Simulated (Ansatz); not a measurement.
# C3H5BSeZn: vertical ionisation energy

An exercise on one series of results from a longer session: the logs are not shown, and one member is left open.

Program: Ansatz 0.2.0, Gaussian basis. Level of theory: unrestricted cation, the program's frozen cores in correlated methods. These are calculated values, not measurements.

The runs, in order: UKS PBE-D4/def2-TZVPP; UKS r2SCAN-D4/def2-TZVPP; UKS PBE0-D4/def2-TZVPP; UKS B3LYP-D4/def2-TZVPP; UKS wB97X-V/def2-TZVPP; UKS wB97M-V/def2-TZVPP; UKS B2PLYP (frozen core with 3s3p of Cu, Zn)/def2-TZVPP; UHF-CCSD(T) with 3s3p of Cu, Zn/def2-TZVPP; UHF-MP2 with 3s3p of Cu, Zn/def2-QZVPP; extrapolation to the limit; then −ε(HOMO) from the neutral's earlier runs with LDA (SPW92), PBE-D4, revPBE-D4, BLYP-D4, r2SCAN-D4, B97M-V, PBE0-D4, B3LYP-D4, r2SCANh-D4, r2SCAN0-D4, HSE06-D4, BHLYP-D4, CAM-B3LYP-D4, LC-ωPBE, ωB97X-V, ωB97M-V.

## The geometry

An earlier PBE0-D4 in a triple-zeta def2 set relaxation fixed the geometry.

SMILES `BC#[C][Zn][CH2][SeH]`, 11 atoms, charge 0, spin multiplicity 1.

Atoms are counted from 1 here; the program's logs count them from 0.

Bond lengths: B1–C2 1.497 Å, B1–H7 1.195 Å, B1–H8 1.195 Å, C2–C3 1.223 Å, C3–Zn4 1.881 Å, Zn4–C5 1.929 Å, C5–Se6 1.969 Å, C5–H9 1.088 Å, C5–H10 1.092 Å, Se6–H11 1.470 Å. Angles: C2–B1–H7 120.0°, C2–B1–H8 120.1°, H7–B1–H8 119.9°, B1–C2–C3 179.8°, C2–C3–Zn4 179.4°, C3–Zn4–C5 176.9°, Zn4–C5–Se6 106.4°, Zn4–C5–H9 117.2°, Zn4–C5–H10 110.8°, Se6–C5–H9 109.6°, Se6–C5–H10 103.9°, H9–C5–H10 108.1°, C5–Se6–H11 96.9°.

Coordinates:

```
atom    x (Å)    y (Å)    z (Å)
  B1  -2.4883  -2.0937   1.9110
  C2  -1.5560  -1.1512   1.2157
  C3  -0.7919  -0.3833   0.6484
 Zn4   0.3705   0.8121  -0.2224
  C5   1.6203   1.9554  -1.1449
 Se6   3.0389   0.7808  -1.8415
  H7  -3.3173  -2.6845   1.2859
  H8  -2.4048  -2.2559   3.0915
  H9   1.2289   2.5719  -1.9518
 H10   2.1421   2.6074  -0.4418
 H11   2.1575  -0.1590  -2.5499
```

Set-up of the first run:

Contents of in.yaml:

```yaml
crystal:
  periodic: [false, false, false]
  atoms:
    - {symbol: B, position_ang: [-2.488280, -2.093730, 1.910954]}
    - {symbol: C, position_ang: [-1.556024, -1.151226, 1.215705]}
    - {symbol: C, position_ang: [-0.791860, -0.383269, 0.648367]}
    - {symbol: Zn, position_ang: [0.370489, 0.812135, -0.222431]}
    - {symbol: C, position_ang: [1.620268, 1.955395, -1.144921]}
    - {symbol: Se, position_ang: [3.038872, 0.780814, -1.841526]}
    - {symbol: H, position_ang: [-3.317255, -2.684497, 1.285907]}
    - {symbol: H, position_ang: [-2.404780, -2.255901, 3.091533]}
    - {symbol: H, position_ang: [1.228905, 2.571899, -1.951838]}
    - {symbol: H, position_ang: [2.142147, 2.607394, -0.441829]}
    - {symbol: H, position_ang: [2.157526, -0.159033, -2.549932]}
basis:
  gaussian: {orbitals: def2-TZVPP}
total_charge: 1
magnetization: {spin_polarized: true, initial_magnetization: 1}
hamiltonian: {xc: pbe, dispersion: d4}
```

Started as:

```console
> ansatz run in.yaml --threads 2 --pin off --events-out ev --progress --plain --max-ram 32768MiB --backend cuda --devices 0, --max-vram 18GiB
```

Among the steps run: Cation, UKS PBE-D4/def2-TZVPP; Cation, UKS r2SCAN-D4/def2-TZVPP; Cation, UKS PBE0-D4/def2-TZVPP; Cation, UKS B3LYP-D4/def2-TZVPP; Cation, UKS wB97X-V/def2-TZVPP; Cation, UKS wB97M-V/def2-TZVPP; Cation, UKS B2PLYP (frozen core with 3s3p of Cu, Zn)/def2-TZVPP; Cation, UHF-CCSD(T) with 3s3p of Cu, Zn/def2-TZVPP; Cation, UHF-MP2 with 3s3p of Cu, Zn/def2-QZVPP.

One table of the session follows, with a row left open; its other results are not shown here.

For comparison, −ε(HOMO) of the neutral from earlier runs:

```
  functional  −ε(HOMO) (eV)
 LDA (SPW92)           5.62
      PBE-D4           5.45
   revPBE-D4           5.39
     BLYP-D4           5.30
   r2SCAN-D4           5.66
      B97M-V           5.73
     PBE0-D4           6.51
    B3LYP-D4           6.31
  r2SCANh-D4           6.06
  r2SCAN0-D4           6.66
    HSE06-D4           6.12
    BHLYP-D4           7.46
CAM-B3LYP-D4              ?
     LC-ωPBE           9.12
     ωB97X-V           8.77
     ωB97M-V           8.66
```

Estimate the missing values for CAM-B3LYP-D4.

The run gave: −ε(HOMO) (eV): 7.79. In the column «−ε(HOMO) (eV)» it lies between BHLYP-D4 (7.46) and ωB97M-V (8.66).
